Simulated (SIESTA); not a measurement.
# TiB4Mo under changes of volume

One of the cells (8.505 Å³/atom); the others are scaled copies at fixed shape and fractional positions:

```
CELL_PARAMETERS angstrom
3.03265 0.00000 0.00000
-1.51633 2.62635 0.00000
0.00000 0.00000 6.40730
ATOMIC_POSITIONS crystal
Mo 0.00000 0.00000 0.00000
Ti 0.00000 0.00000 0.50000
B 0.66667 0.33333 0.25620
B 0.66667 0.33333 0.74380
B 0.33333 0.66667 0.25620
B 0.33333 0.66667 0.74380
```

The cell comes from a database or a generator and needn't be the stable form of this composition.

```yaml
Program: SIESTA 5.4.2
Functional: PBEsol
Potentials_or_basis: PseudoDojo 0.4 standard (PBEsol files)
Basis: DZP (energy shift 0.003 Ry; two zetas on semicore shells)
Grid_cutoff: 800 Ry
Energy_shift: 0.003 Ry
k_mesh: 10 × 10 × 4
Occupations: fermi-dirac, width 0.05 eV
Spin: no spin polarisation
```

```tsv
volume (Å³/atom)	energy over the lowest point (meV/atom)	pressure (GPa)	largest force (eV/Å)
8.158	17.28	14.8	0.024
8.332	5.07	7.9	0.012
8.505	0.00	1.7	0.044
8.853	?	?	?
9.026	20.75	-13.7	0.104
```

Task: What does the run at 8.853 Å³/atom give?

Result: Energy over the lowest point 8.36 meV/atom; pressure -9.0 GPa; largest force 0.086 eV/Å.

Worked out: A Birch-Murnaghan fit of order 2 (a polynomial in V^(-2/3)) to the other rows has its minimum at 8.55 Å³/atom with B0 = V·E''(V) = 283 GPa at fixed shape and positions, which overstates the stiffness. It gives 8.45 meV/atom at 8.853 Å³/atom, against the run's 8.36, and -dE/dV = -9.1 GPa, against -9.0.

Energies are extrapolated to zero smearing.

Caveats: the basis of atomic orbitals isn't converged, which shifts pressures, moduli and gaps.
